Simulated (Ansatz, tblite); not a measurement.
# The cluster B8H13−: one state, many levels

One table from this session's results is given with a row withheld; the runs are named, their logs left out.

Computed with Ansatz 0.2.0, Gaussian basis. Level: as each input shows.

Plan: GFN1-xTB, GFN2-xTB, PBE-D4/def2-TZVPD, r2SCAN-D4/def2-TZVPD, ωB97X-V/def2-TZVPD, CAM-B3LYP-D4/def2-TZVPD, LC-ωPBE/def2-TZVPD, HF/STO-3G, MP2/def2-SVPD, RPA/def2-SVPD.

2 further runs of the same task are left out: 2 set aside as unsound or not needed. Runs told in other sessions of the task aren't counted.

### The geometry

The singlet was relaxed beforehand with r2SCAN-D4/def2-SVPD. At that level it is the lowest of the isomers that a small search found.

21 atoms, charge -1, spin multiplicity 1.

Bond lengths: B1–B2 1.829 Å, B1–B5 1.786 Å, B1–B6 1.801 Å, B1–B8 1.854 Å, B1–H13 1.209 Å, B2–B7 1.849 Å, B2–B8 1.721 Å, B2–H11 1.204 Å, B2–H17 1.293 Å, B2–H20 1.282 Å, B3–B4 1.734 Å, B3–B5 1.756 Å, B3–B8 1.781 Å, B3–H16 1.204 Å, B3–H18 1.344 Å, B4–B5 1.684 Å, B4–B6 1.771 Å, B4–H12 1.204 Å and more. Angles: B2–B1–B5 111.9°, B2–B1–B6 124.8°, B2–B1–B8 55.7°, B2–B1–H13 109.2°, B5–B1–B6 59.0°, B5–B1–B8 58.9°, B5–B1–H13 118.7°, B6–B1–B8 105.3°, B6–B1–H13 122.7°, B8–B1–H13 121.0°, B1–B2–B7 105.7°, B1–B2–B8 62.9°, B1–B2–H11 120.8°, B1–B2–H17 49.9°, B1–B2–H20 125.1°, B7–B2–B8 60.2°, B7–B2–H11 126.0°, B7–B2–H17 115.4° and more.

As a file:

```
B     0.12656   -1.43743    0.30846
B     0.30984   -0.40158    1.80461
B     0.38491    1.18859   -0.87268
B    -0.76161    0.32598   -1.84628
B     0.52318   -0.53452   -1.18019
B    -1.10868   -1.17719   -0.97661
B     0.08815    1.34304    1.23509
B     1.10116    0.13846    0.37439
H    -1.01940    1.75629    0.96380
H    -1.50417   -2.13442   -1.60755
H     0.99536   -0.76343    2.72567
H    -1.08826    0.65003   -2.95938
H     0.65746   -2.50691    0.49760
H     2.29495    0.25671    0.50348
H     1.31465   -1.09624   -1.89387
H     0.95580    2.17799   -1.25431
H    -0.63375   -1.21825    1.46722
H    -0.93412    1.37486   -1.04936
H     0.75599    2.13265    1.86624
H    -0.53384    0.47974    2.19871
H    -1.92420   -0.55434   -0.30502
```

The ion is computed in the gas phase, without counter-ions or solvent.

PBE0-D4/def2-TZVPD was run before; its log isn't repeated, and its numbers join the tables.

The first run:

Tight binding, by tblite at 300 K electronic temperature and without a spin-polarisation term:

```python
tblite.interface.Calculator('GFN1-xTB', numbers, positions, charge=-1, uhf=0).singlepoint()
```

Tight binding, by tblite at 300 K electronic temperature and without a spin-polarisation term:

```python
tblite.interface.Calculator('GFN2-xTB', numbers, positions, charge=-1, uhf=0).singlepoint()
```

start.molden holds the orbitals of an earlier run on this state, given as this run's starting guess.

Contents of in.yaml:

```yaml
crystal:
  periodic: [false, false, false]
  atoms:
    - {symbol: B, position_ang: [0.126559, -1.437426, 0.308456]}
    - {symbol: B, position_ang: [0.309843, -0.401581, 1.804605]}
    - {symbol: B, position_ang: [0.384913, 1.188593, -0.872684]}
    - {symbol: B, position_ang: [-0.761612, 0.325982, -1.846275]}
    - {symbol: B, position_ang: [0.523178, -0.534523, -1.180185]}
    - {symbol: B, position_ang: [-1.108679, -1.177194, -0.976608]}
    - {symbol: B, position_ang: [0.088147, 1.343042, 1.235092]}
    - {symbol: B, position_ang: [1.101160, 0.138456, 0.374387]}
    - {symbol: H, position_ang: [-1.019397, 1.756285, 0.963799]}
    - {symbol: H, position_ang: [-1.504172, -2.134424, -1.607548]}
    - {symbol: H, position_ang: [0.995361, -0.763429, 2.725671]}
    - {symbol: H, position_ang: [-1.088256, 0.650033, -2.959377]}
    - {symbol: H, position_ang: [0.657456, -2.506914, 0.497595]}
    - {symbol: H, position_ang: [2.294954, 0.256709, 0.503480]}
    - {symbol: H, position_ang: [1.314648, -1.096244, -1.893868]}
    - {symbol: H, position_ang: [0.955799, 2.177992, -1.254305]}
    - {symbol: H, position_ang: [-0.633749, -1.218253, 1.467218]}
    - {symbol: H, position_ang: [-0.934117, 1.374861, -1.049360]}
    - {symbol: H, position_ang: [0.755990, 2.132650, 1.866242]}
    - {symbol: H, position_ang: [-0.533840, 0.479740, 2.198710]}
    - {symbol: H, position_ang: [-1.924195, -0.554345, -0.305023]}
basis:
  gaussian: {orbitals: def2-TZVPD, initial_orbitals: start.molden}
total_charge: -1
hamiltonian: {xc: pbe, dispersion: d4}
scf: {omitted_lower_state_checks: [starts]}
output: {forces: true, orbitals: {seedname: orbitals}}
```

Started as:

```console
$ ansatz run in.yaml --threads 4 --pin off --events-out ev --progress --plain --max-ram 4787MiB
```

Steps of the session up to this table: PBE-D4/def2-TZVPD; r2SCAN-D4/def2-TZVPD; ωB97X-V/def2-TZVPD; CAM-B3LYP-D4/def2-TZVPD; LC-ωPBE/def2-TZVPD; HF/STO-3G; MP2/def2-SVPD; RPA/def2-SVPD.

One table of the session follows, with a row left open; its other results are not shown here.

| level | HOMO (eV) | LUMO (eV) | gap (eV) |
| --- | --- | --- | --- |
| HF/STO-3G | -2.00 | 10.29 | 12.28 |
| PBE-D4/def2-TZVPD | ? | ? | ? |
| r2SCAN-D4/def2-TZVPD | -1.47 | 2.40 | 3.87 |
| PBE0-D4/def2-TZVPD | -2.24 | 2.97 | 5.21 |
| CAM-B3LYP-D4/def2-TZVPD | -3.38 | 3.46 | 6.83 |
| LC-ωPBE/def2-TZVPD | -4.57 | 3.97 | 8.54 |
| ωB97X-V/def2-TZVPD | -4.28 | 4.02 | 8.30 |

**Question.** Estimate the row for PBE-D4/def2-TZVPD.

The run gave: HOMO (eV): -1.35; LUMO (eV): 2.19; gap (eV): 3.54. In the column «HOMO (eV)» it is the highest.
